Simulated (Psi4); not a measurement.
# ZnHOF (SMILES [OH][Zn][F]), run twice

Aim: a single-point energy of ZnHOF at M11/DZVP (density fitting).

The calculation is run with Psi4 1.11.

6 further runs of the same task are left out: 2 that didn't finish, 4 set aside as unsound or not needed.

### Step 1. The structure to begin with

The species is ZnHOF (4 atoms), meant as a singlet with charge 0. As SMILES, `[OH][Zn][F]`. The shape is that of a PBE0-D4/def2-TZVP optimisation.

Bond lengths: O1–Zn2 1.759 Å, Zn2–F3 1.739 Å, O1–H4 0.959 Å. Angles: O1–Zn2–F3 176.0°, Zn2–O1–H4 115.0°.

### Step 2. The input as first written

Input file job.inp:

```
memory 1600 mb

molecule {
  0 1
  O     -1.142400     0.290900    -0.276000
  Zn     0.408800    -0.296000     0.310600
  F      1.882200    -0.937700     0.974300
  H     -1.093100     0.882500    -1.029300
  units bohr
}

set {
  reference rks
  maxiter   60
}

e_tot, wfn = energy('m11/DZVP', return_wfn=True)
print_variables()
```

Started as:

```bash
$ psi4 -i job.inp -o job.out -n 1
```

job.out:

```text
[...]
  Running in c1 symmetry.
[...]
  Nuclear repulsion =  335.748587296016979
[...]
  Multiplicity = 1
[...]
  Nalpha       = 24
  Nbeta        = 24
[...]
    Number of basis functions: 54
[...]
   @DF-RKS iter   1: -1946.65458958527279    8.90266e+00   4.87130e-02 DIIS/ADIIS
[...]
   @DF-RKS iter  11: -1948.98813248434021   -2.12624e-08   5.01262e-07 DIIS
[...]
    Orbital Energies [Eh]
    ---------------------
    Doubly Occupied:
       1A   -348.167729     2A    -42.597953     3A    -37.662515
       4A    -37.629079     5A    -37.628429     6A    -25.124477
       7A    -19.604214     8A     -5.422021     9A     -4.153306
      10A     -3.689692    11A     -3.685934    12A     -1.754577
      13A     -1.422974    14A     -1.312907    15A     -1.241725
      16A     -1.088341    17A     -0.878998    18A     -0.878860
      19A     -0.775111    20A     -0.728757    21A     -0.415051
      22A     -0.346199    23A     -0.323379    24A     -0.280912
[...]
  @DF-RKS Final Energy: -1948.98813248434021
   => Energetics <=
    Nuclear Repulsion Energy =            335.7485872960169786
    One-Electron Energy =               -3374.1098020087151781
    Two-Electron Energy =                1139.3327638295345423
    DFT Exchange-Correlation Energy =     -49.9596816011763920
    Empirical Dispersion Energy =           0.0000000000000000
    VV10 Nonlocal Energy =                  0.0000000000000000
    Total Energy =                      -1948.9881324843402126
[...]
 Multipole Moments:
 ------------------------------------------------------------------------------------
     Multipole            Electronic (a.u.)      Nuclear  (a.u.)        Total (a.u.)
 ------------------------------------------------------------------------------------
 L = 1.  Multiply by 2.5417464519 to convert [e a0] to [Debye]
 Dipole X            :          1.3824698           -1.4517543           -0.0692845
 Dipole Y            :         -0.7200178            0.8746875            0.1546697
 Dipole Z            :          0.7719248           -0.9606228           -0.1886980
 Magnitude           :                                                    0.2536336
[...]
```

It took 6.3 s on 1 thread of Intel Xeon Platinum 8488C (Sapphire Rapids), shared host; peak memory 0.55 GiB.

### Step 3. Diagnosis

It ran to the end. The result can't be trusted all the same.

What is wrong: the coordinates are read in the wrong unit, so the molecule is scaled by the ratio of bohr to ångström. As the program read them, the closest atoms are 0.51 Å apart, against 0.96 Å in the sound input.

### Step 4. Try two

Input file calc.dat:

```
memory 1600 MB

molecule {
  O     -1.142400     0.290900    -0.276000
  Zn     0.408800    -0.296000     0.310600
  F      1.882200    -0.937700     0.974300
  H     -1.093100     0.882500    -1.029300
  units angstrom
}

set reference rks

result, w = energy("m11/DZVP", return_wfn=True)
```

Started as:

```bash
$ psi4 calc.dat calc.out -n 1
```

calc.out:

```text
[...]
  Running in c1 symmetry.
[...]
  Nuclear repulsion =  177.670500911699264
[...]
  Multiplicity = 1
[...]
  Nalpha       = 24
  Nbeta        = 24
[...]
    Number of basis functions: 54
[...]
   @DF-RKS iter   1: -1953.87671613397129   -3.41501e+00   1.87025e-02 DIIS/ADIIS
[...]
   @DF-RKS iter  10: -1954.56690908803557   -6.39079e-09   2.01416e-07 DIIS
[...]
    Orbital Energies [Eh]
    ---------------------
    Doubly Occupied:
       1A   -348.173583     2A    -42.463549     3A    -37.529889
       4A    -37.529444     5A    -37.526281     6A    -24.975960
       7A    -19.439780     8A     -5.010290     9A     -3.439724
      10A     -3.438441    11A     -3.431104    12A     -1.231863
      13A     -1.096186    14A     -0.708127    15A     -0.695603
      16A     -0.694986    17A     -0.693395    18A     -0.693362
      19A     -0.574194    20A     -0.519648    21A     -0.495443
      22A     -0.493576    23A     -0.449917    24A     -0.423961
[...]
  @DF-RKS Final Energy: -1954.56690908803557
   => Energetics <=
    Nuclear Repulsion Energy =            177.6705009116992642
    One-Electron Energy =               -3079.9836767598480947
    Two-Electron Energy =                 996.6084206057295205
    DFT Exchange-Correlation Energy =     -48.8621538456165112
    Empirical Dispersion Energy =           0.0000000000000000
    VV10 Nonlocal Energy =                  0.0000000000000000
    Total Energy =                      -1954.5669090880357999
[...]
 Multipole Moments:
 ------------------------------------------------------------------------------------
     Multipole            Electronic (a.u.)      Nuclear  (a.u.)        Total (a.u.)
 ------------------------------------------------------------------------------------
 L = 1.  Multiply by 2.5417464519 to convert [e a0] to [Debye]
 Dipole X            :          2.5911720           -2.7434180           -0.1522459
 Dipole Y            :         -1.1107498            1.6529198            0.5421700
 Dipole Z            :          1.1448204           -1.8153139           -0.6704935
 Magnitude           :                                                    0.8756076
[...]
```

Wall time 5.4 s (1 thread of Intel Xeon Platinum 8488C (Sapphire Rapids), shared host); peak memory 0.51 GiB.

### Step 5. What came out

At M11/DZVP (density fitting):

| quantity | value |
| --- | --- |
| total energy | -1954.56691 Eh |
| dipole moment | 2.23 D |
| HOMO energy | -11.54 eV |
| LUMO energy | 0.75 eV |
| HOMO–LUMO gap | 12.29 eV |

**Reading.** The first attempt's energy was +151.806 eV off this one.
